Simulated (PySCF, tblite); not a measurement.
# C₅H₇FN radical: geometry, infrared bands and EPR parameters

Wanted: the infrared bands and EPR parameters of C₅H₇FN radical (`C[CH][C@@H](F)CC#N`), by calculation.

The runs use tblite 0.8.0 and PySCF 2.14.0, with density-fitted response routines of our own; the level of theory stands in each step. All values are computed, except where a source is named. Atoms count from 0, in the outputs and in this text.

### Step 1. The molecule as given

14 atoms, charge 0, multiplicity 2; geometry from: force field or distance geometry start.

Bonds of the start (Å): C0–C1 1.47, C1–C2 1.44, C2–F3 1.40, C2–C4 1.48, C4–C5 1.48, C5–N6 1.16, C0–H7 1.11, C0–H8 1.11, C0–H9 1.10, C1–H10 1.11, C2–H11 1.12, C4–H12 1.10, C4–H13 1.11.

### Step 2. Relaxing the molecule with GFN2-xTB

The job: settings as JSON, then the geometry in Å.

```
{"job": {"kind": "relax", "xc": "GFN2-xTB", "basis": "xTB"}, "charge": 0, "multiplicity": 2}
C      1.994200     0.360700    -0.102400
C      1.014100    -0.704600    -0.344500
C     -0.396900    -0.427400    -0.484400
F     -1.031500    -1.661500    -0.671300
C     -1.134400     0.228200     0.618200
C     -2.545500     0.400800     0.202400
N     -3.651700     0.527200    -0.133500
H      2.346800     0.774100    -1.069400
H      2.878800    -0.056900     0.432200
H      1.649700     1.220400     0.496600
H      1.405100    -1.586100    -0.885400
H     -0.599400     0.111800    -1.445300
H     -0.765300     1.210300     0.952400
H     -1.164800    -0.397500     1.532400
```

On the command line:

```sh
OMP_NUM_THREADS=1 python probes_run.py task.json out
```

The driver reads the jobs from task.json and runs them one after another.

**Question.** This job is followed by: GFN2-xTB harmonic vibrations, gas phase; UKS B3LYP, pcH-1 on C F H N, non-relativistic, mean-field spin-orbit, GIAO. What will the session give for the following? strongest single infrared mode (GFN2-xTB); zero-point energy (GFN2-xTB); g(iso) (B3LYP); ⟨S²⟩; largest a(iso) (averaged by class); potential on the surface of density 0.002 e/bohr³, 1st and 99th percentile.

As calculated:

```
                                                                  quantity                  value
                                 strongest single infrared mode (GFN2-xTB)  2406 cm⁻¹, 253 km/mol
                                              zero-point energy (GFN2-xTB)          66.2 kcal/mol
                                                            g(iso) (B3LYP)                2.00250
                                                                      ⟨S²⟩     0.754 (exact 0.75)
                                        largest a(iso) (averaged by class)    13C on C1, 91.2 MHz
potential on the surface of density 0.002 e/bohr³, 1st and 99th percentile     -1.83 V and 1.53 V
```

In words: Relaxing lowered the energy by 0.349 eV in 140 steps; the close pair that moved most is C2–C4, from 1.480 to 1.561 Å. All 36 modes are real, so the xTB geometry is a minimum. The strongest single mode, at 2406 cm⁻¹, moves mainly C5 and N6. Unscaled tight-binding wavenumbers are off by several per cent, some by more. Its intensities can rank the bands wrongly. Most of the unpaired spin sits on C1 (1.02 e). The isotropic g lies 0.2 ppt above the free-electron value. These values are for one conformer; the search (at its own cheap level) found 2 more, at 0.34, 0.45 kcal/mol, and measured spectra average over such forms.
